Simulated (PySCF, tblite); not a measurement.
# C₄H₁₄FNSi₂: geometry, infrared bands and NMR shifts

Wanted: the infrared bands and NMR shifts of C₄H₁₄FNSi₂ (`C[SiH2]C[C@H](CF)[SiH2]N`), by calculation.

Computed with tblite 0.8.0 and PySCF 2.14.0, with density-fitted response routines of our own, on a single molecule in the gas phase. Atoms count from 0, in the outputs and in this text.

## 1. The starting structure

22 atoms, charge 0, multiplicity 1; geometry from: force field or distance geometry start.

Bonds of the start (Å): C0–Si1 1.86, Si1–C2 1.85, C2–C3 1.51, C3–C4 1.53, C4–F5 1.36, C3–Si6 1.87, Si6–N7 1.79, C0–H8 1.11, C0–H9 1.11, C0–H10 1.12, Si1–H11 1.50, Si1–H12 1.46, C2–H13 1.13, C2–H14 1.12, C3–H15 1.13, C4–H16 1.11, C4–H17 1.13, Si6–H18 1.49, Si6–H19 1.46, N7–H20 1.06, N7–H21 1.07.

## 2. Geometry optimisation with GFN2-xTB

The job: settings as JSON, then the geometry in Å.

```
{"job": {"kind": "relax", "xc": "GFN2-xTB", "basis": "xTB"}, "charge": 0, "multiplicity": 1}
C      3.414900     1.094900     0.191400
Si     2.053100    -0.164600     0.109100
C      0.373100     0.553800    -0.198800
C     -0.710600    -0.457400     0.090400
C     -0.526200    -1.697500    -0.782400
F     -1.500300    -2.611300    -0.515100
Si    -2.420700     0.176700    -0.310500
N     -3.042800     1.255500     0.980200
H      3.070600     2.103100     0.518700
H      3.877800     1.208500    -0.807800
H      4.230000     0.696800     0.840200
H      2.020700    -0.894200     1.421600
H      2.428000    -1.154600    -0.895400
H      0.269200     0.902300    -1.267100
H      0.233900     1.431400     0.485100
H     -0.743700    -0.773000     1.176400
H      0.516000    -2.065200    -0.705200
H     -0.667400    -1.370800    -1.856400
H     -3.332800    -1.001000    -0.315100
H     -2.469600     0.772400    -1.641400
H     -2.988200     0.693100     1.879700
H     -4.095100     1.320600     0.799700
```

Launch:

```bash
OMP_NUM_THREADS=1 python probes_run.py task.json out
```

One launch serves the whole session: the jobs run in the order shown.

**Question.** This job is followed by: GFN2-xTB harmonic vibrations, gas phase; GIAO PBE0/pcSseg-1 NMR shielding, non-relativistic, gas phase. Predict these results of the whole session: strongest single infrared mode (GFN2-xTB); zero-point energy (GFN2-xTB); 13C shifts against TMS (PBE0/pcSseg-1); 1H shifts against TMS (PBE0/pcSseg-1, means over atoms taken as alike); 29Si shifts against TMS (PBE0/pcSseg-1); 19F shifts against CFCl3 (PBE0/pcSseg-1); 15N shifts against NH3 (PBE0/pcSseg-1); surface potential, 1st and 99th percentile.

The runs gave:

| quantity | value |
| --- | --- |
| strongest single infrared mode (GFN2-xTB) | 2224 cm⁻¹, 508 km/mol |
| zero-point energy (GFN2-xTB) | 106.6 kcal/mol |
| 13C shifts against TMS (PBE0/pcSseg-1) | 89.4, 28.7, 9.7, -6.5 ppm |
| 1H shifts against TMS (PBE0/pcSseg-1, means over atoms taken as alike) | 5.19, 5.13, 4.44, 4.41, 4.37, 4.09, 1.72, 1.37, 0.30, 0.13, -0.20 ppm |
| 29Si shifts against TMS (PBE0/pcSseg-1) | -26.6, -40.6 ppm |
| 19F shifts against CFCl3 (PBE0/pcSseg-1) | -235.5 ppm |
| 15N shifts against NH3 (PBE0/pcSseg-1) | 1.6 ppm |
| surface potential, 1st and 99th percentile | -1.18 V and 1.51 V |

In words: Over 142 steps the energy fell by 0.833 eV; of the close pairs, Si6–N7 changed most, 1.794 to 1.726 Å. All 60 modes are real, so the xTB geometry is a minimum. The strongest single mode, at 2224 cm⁻¹, moves mainly H18 and H19. GFN2-xTB is a fitted tight-binding method: band positions and strengths are rough. Its intensities can rank the bands wrongly. The most deshielded carbon is C4 (sp3 CH2 bonded to F), at 89.4 ppm: deshielded by the electronegative neighbour. At PBE0/pcSseg-1: The widest tensor belongs to C4: span 102 ppm, with a paramagnetic part of -149 ppm.
